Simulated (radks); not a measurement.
# Kr⁺ in [Ar] 3d10 4s2 4p4 5p1: an all-electron calculation

The task here is to estimate one member of a computed series from the others.

The numbers are computed with radks (a radial shooting solver on a logarithmic mesh, Libxc functionals) version 1 (scalar-relativistic Kohn-Sham, TASK exchange with Perdew-Wang LDA correlation, spin-polarised, spherical densities, finite nucleus; open shells are filled with parallel spins first), except any that are marked as measured or tabulated.

### The system

```
element            : krypton (Z = 36)
charge             : +1
electrons          : 35
configuration      : [Ar] 3d10 4s2 4p4 5p1
nuclear rms radius : 4.1884 fm
```

Outer shells as boxes (Hund's rule):

Kr⁺
```
[Ar] core
3d [↑↓][↑↓][↑↓][↑↓][↑↓]
4s [↑↓]
4p [↑↓][↑ ][↑ ]
5p [↑ ][  ][  ]
```

The first run:

Settings of this run:

```text
Z 36
configuration [Ar] 3d10 4s2 4p4 5p1
relativity scalar-relativistic
functional task,pw
spin polarised
nucleus finite rms 4.1884 fm
c 137.035999084
```

Command:

```bash
$ python run_ks.py task.json out
```

This one command runs every case of the session in turn.

One table of the session follows, with a row left open; its other results are not shown here.

It belongs to the step «Orbitals and density». From the orbitals of this run (lengths in bohr):

| level | <r> | outermost maximum (interpolated) | 90 % within | nodes |
| --- | --- | --- | --- | --- |
| 1s up | 0.04154 | 0.0271 | 0.0743 | 0 |
| 1s down | 0.04154 | 0.0271 | 0.0743 | 0 |
| 2s up | 0.1837 | 0.154 | 0.284 | 1 |
| 2s down | 0.1837 | 0.154 | 0.284 | 1 |
| 2p up | 0.1603 | 0.123 | 0.262 | 0 |
| 2p down | 0.1603 | 0.123 | 0.262 | 0 |
| 3s up | 0.5309 | 0.467 | 0.790 | 2 |
| 3s down | 0.5308 | 0.467 | 0.789 | 2 |
| 3p up | 0.5408 | 0.463 | 0.824 | 1 |
| 3p down | 0.5403 | 0.464 | 0.823 | 1 |
| 3d up | 0.5552 | 0.412 | 0.909 | 0 |
| 3d down | 0.5524 | 0.412 | 0.901 | 0 |
| 4s up | 1.508 | 1.32 | 2.21 | 3 |
| 4s down | 1.524 | 1.33 | 2.25 | 3 |
| 4p up | 1.715 | 1.48 | 2.54 | 2 |
| 4p down | 1.742 | 1.49 | 2.60 | 2 |
| 5p up | ? | ? | ? | ? |

Estimate the missing values for 5p up.

The run gave: <r>: 5.556; outermost maximum (interpolated): 5.10; 90 % within: 7.73; nodes: 3. In the column «<r>» it is the highest.
